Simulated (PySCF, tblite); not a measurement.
**C₅H₈O₄Si: geometry, infrared bands and NMR shifts**

Wanted: the infrared bands and NMR shifts of C₅H₈O₄Si (`O=CO/C=C\[C@H]1CO[SiH2]O1`), by calculation.

Computed with tblite 0.8.0 and PySCF 2.14.0, with density-fitted response routines of our own, on a single molecule in the gas phase. Atoms count from 0, in the outputs and in this text.

## Step 1: Starting geometry

18 atoms, charge 0, multiplicity 1; geometry from: force field or distance geometry start.

Bonds of the start (Å): O0–C1 1.23, C1–O2 1.35, O2–C3 1.40, C3–C4 1.34, C4–C5 1.50, C5–C6 1.55, C6–O7 1.44, O7–Si8 1.68, Si8–O9 1.67, O9–C5 1.44, C1–H10 1.10, C3–H11 1.08, C4–H12 1.08, C5–H13 1.10, C6–H14 1.09, C6–H15 1.09, Si8–H16 1.48, Si8–H17 1.49.

## Step 2: Relaxing the molecule with GFN2-xTB

Job settings and geometry (Å):

```
{"job": {"kind": "relax", "xc": "GFN2-xTB", "basis": "xTB"}, "charge": 0, "multiplicity": 1}
O      4.489400    -0.265100     0.366800
C      3.590600     0.265800     1.016700
O      2.253400     0.194000     0.829600
C      1.825100    -0.574000    -0.260900
C      0.536400    -0.713100    -0.584000
C     -0.623400    -0.074300     0.116600
C     -1.304400     1.031100    -0.722200
O     -2.640100     1.175000    -0.213100
Si    -3.100100    -0.324900     0.396300
O     -1.618700    -1.089600     0.358300
H      3.776200     0.888500     1.910300
H      2.617600    -1.081100    -0.794400
H      0.285800    -1.339400    -1.433600
H     -0.314600     0.326400     1.095000
H     -1.365400     0.775900    -1.782200
H     -0.781200     1.985800    -0.617500
H     -3.577700    -0.179400     1.793200
H     -4.058000    -0.995200    -0.519900
```

Started as:

```sh
$ OMP_NUM_THREADS=1 python probes_run.py task.json out
```

One launch serves the whole session: the jobs run in the order shown.

**Question.** This job is followed by: GFN2-xTB harmonic vibrations, gas phase; GIAO PBE0/pcSseg-1 NMR shielding, non-relativistic, gas phase. Predict these results of the whole session: strongest single infrared mode (GFN2-xTB); zero-point energy (GFN2-xTB); 13C shifts against TMS (PBE0/pcSseg-1); 1H shifts against TMS (PBE0/pcSseg-1); 17O shifts against H2O (PBE0/pcSseg-1); 29Si shifts against TMS (PBE0/pcSseg-1).

The runs gave:

| quantity | value |
| --- | --- |
| strongest single infrared mode (GFN2-xTB) | 1785 cm⁻¹, 673 km/mol |
| zero-point energy (GFN2-xTB) | 78.8 kcal/mol |
| 13C shifts against TMS (PBE0/pcSseg-1) | 161.1, 137.9, 128.5, 73.9, 71.5 ppm |
| 1H shifts against TMS (PBE0/pcSseg-1) | 8.06, 7.84, 5.70, 5.45, 5.14, 5.07, 4.46, 4.09 ppm |
| 17O shifts against H2O (PBE0/pcSseg-1) | 443.6, 251.4, 48.6, 29.1 ppm |
| 29Si shifts against TMS (PBE0/pcSseg-1) | -2.2 ppm |

What this shows: Relaxing lowered the energy by 0.284 eV in 115 steps; the close pair that moved most is C6–O7, from 1.437 to 1.394 Å. All 48 modes are real, so the xTB geometry is a minimum. The strongest single mode, at 1785 cm⁻¹, moves mainly C1 and O0. GFN2-xTB is a fitted tight-binding method: band positions and strengths are rough. Its intensities can rank the bands wrongly. At PBE0/pcSseg-1: Shielding is most anisotropic at O0 (span 709 ppm, paramagnetic term -508 ppm).
